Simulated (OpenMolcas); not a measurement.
# HF/cc-pVQZ (RICD fitting) run of AlClF2 (SMILES [F][Al]([F])[Cl])

Aim: the vertical electron affinity of AlClF2 at HF/cc-pVQZ (RICD fitting), from 2 runs. 

Program for the calculation: OpenMolcas 26.06.

### Step 1. The structure to begin with

AlClF2 has 4 atoms, charge 0, and is taken as a singlet. As SMILES, `[F][Al]([F])[Cl]`. Geometry: a GFN2-xTB relaxation, a rough one for these elements and not checked as a minimum.

Bond lengths: F1–Al2 1.643 Å, Al2–F3 1.643 Å, Al2–Cl4 2.008 Å. Angles: F1–Al2–F3 112.9°, F1–Al2–Cl4 123.6°, F3–Al2–Cl4 123.5°.

### Step 2. The energy at HF/cc-pVQZ (RICD fitting)

The input, job.input:

```
&GATEWAY
 BASLIB=$CurrDir
 COORD
 4
 angstrom
 F        1.006510       0.678460       1.147330
 Al       0.032630      -0.023990       0.025420
 F        0.300970      -1.637440      -0.133960
 Cl      -1.340120       0.982970      -1.038790
 BASIS=cc-pVQZ
 GROUP=NoSym
 RICD

&SEWARD

&SCF
 PRORBITALS=1 1
```

The basis set cc-pVQZ is read from a file made from the Basis Set Exchange's data (not shown).

Launch:

```bash
$ export MOLCAS_MEM=1860
$ pymolcas job.input > job.log
```

Log, cut to the lines that bear on the results:

```text
--- Start Module: gateway ---
[...]
--- Stop Module: gateway /rc=_RC_ALL_IS_WELL_ ---
[...]
--- Start Module: seward ---
[...]
      Basis functions          228
--- Stop Module: seward /rc=_RC_ALL_IS_WELL_ ---
[...]
--- Start Module: scf ---
[...]
       Convergence after  10 Iterations
[...]
::    Total SCF energy                               -900.6648406327
[...]
      Total spin, S                                     0.0000000000
[...]
      Total electronic charge=   48.000000
      Total            charge=   -0.000000
[...]
      Dipole Moment (debye):
      Origin of the operator (angstrom)=   -0.2115    0.1552   -0.1640
                   X= -8.3908E-01               Y=  6.1494E-01               Z= -6.4916E-01           Total=  1.2262E+00
      Quadrupole Moment (debye*angstrom):
[...]
--- Stop Module: scf /rc=_RC_ALL_IS_WELL_ ---
[...]
```

Run time: 41 s. Hardware: 1 thread of Arm Neoverse V1, shared host; peak memory 0.4 GiB.

### Step 3. The doublet anion

The input, job.inp:

```
&gateway
  baslib
  $CurrDir
  coord
  4
  angstrom
  F        1.006510       0.678460       1.147330
  Al       0.032630      -0.023990       0.025420
  F        0.300970      -1.637440      -0.133960
  Cl      -1.340120       0.982970      -1.038790
  basis
  cc-pVQZ
  group
  NoSym
  ricd

&seward

&scf
  uhf
  charge
  -1
  spin
  2
  prorbitals
  1 1
```

The basis set cc-pVQZ is read from a file made from the Basis Set Exchange's data (not shown).

Launch:

```bash
$ export MOLCAS_MEM=1860
$ pymolcas job.inp > job.log
```

Log, cut to the lines that bear on the results:

```text
--- Start Module: gateway ---
[...]
--- Stop Module: gateway /rc=_RC_ALL_IS_WELL_ ---
[...]
--- Start Module: seward ---
[...]
      Basis functions          228
--- Stop Module: seward /rc=_RC_ALL_IS_WELL_ ---
[...]
--- Start Module: scf ---
[...]
       Convergence after  21 Iterations
[...]
::    Total SCF energy                               -900.6271701064
[...]
      Total spin, S                                     0.5024539854
[...]
      Total electronic charge=   49.000000
      Total            charge=   -1.000000
[...]
      Dipole Moment (debye):
      Origin of the operator (angstrom)=   -0.2115    0.1552   -0.1640
                   X= -1.4027E+00               Y=  9.7683E-01               Z= -9.9323E-01           Total=  1.9770E+00
      Center of Charge (angstrom)
[...]
--- Stop Module: scf /rc=_RC_ALL_IS_WELL_ ---
[...]
```

Run time: 2.1 min. Hardware: 1 thread of Arm Neoverse V1, shared host; peak memory 0.41 GiB.

### Step 4. Summary of results

At HF/cc-pVQZ (RICD fitting):

| quantity | value |
| --- | --- |
| singlet AlClF2: total energy | -900.66484 Eh |
| singlet AlClF2: dipole moment | 1.23 D |
| singlet AlClF2: HOMO energy | -13.71 eV |
| singlet AlClF2: LUMO energy | 1.26 eV |
| singlet AlClF2: HOMO–LUMO gap | 14.97 eV |
| doublet anion: total energy | -900.62717 Eh |
| doublet anion: HOMO energy (highest over α and β) | 0.77 eV |
| doublet anion: LUMO energy (lowest over α and β) | 5.36 eV |
| doublet anion: ⟨S²⟩ | 0.755 |
| vertical electron affinity (to the doublet anion) | -1.025 eV |

In words: The anion lies 1.03 eV (99 kJ/mol) above the neutral: the electron isn't bound at this level, and such a value depends on the basis. Without diffuse functions anions come out too high. Hartree–Fock misses the correlation that binds many anions. The HOMO (doublet anion) lies at positive energy, 0.77 eV: the electron is unbound at this level or held by a compact basis; values depend on the basis.
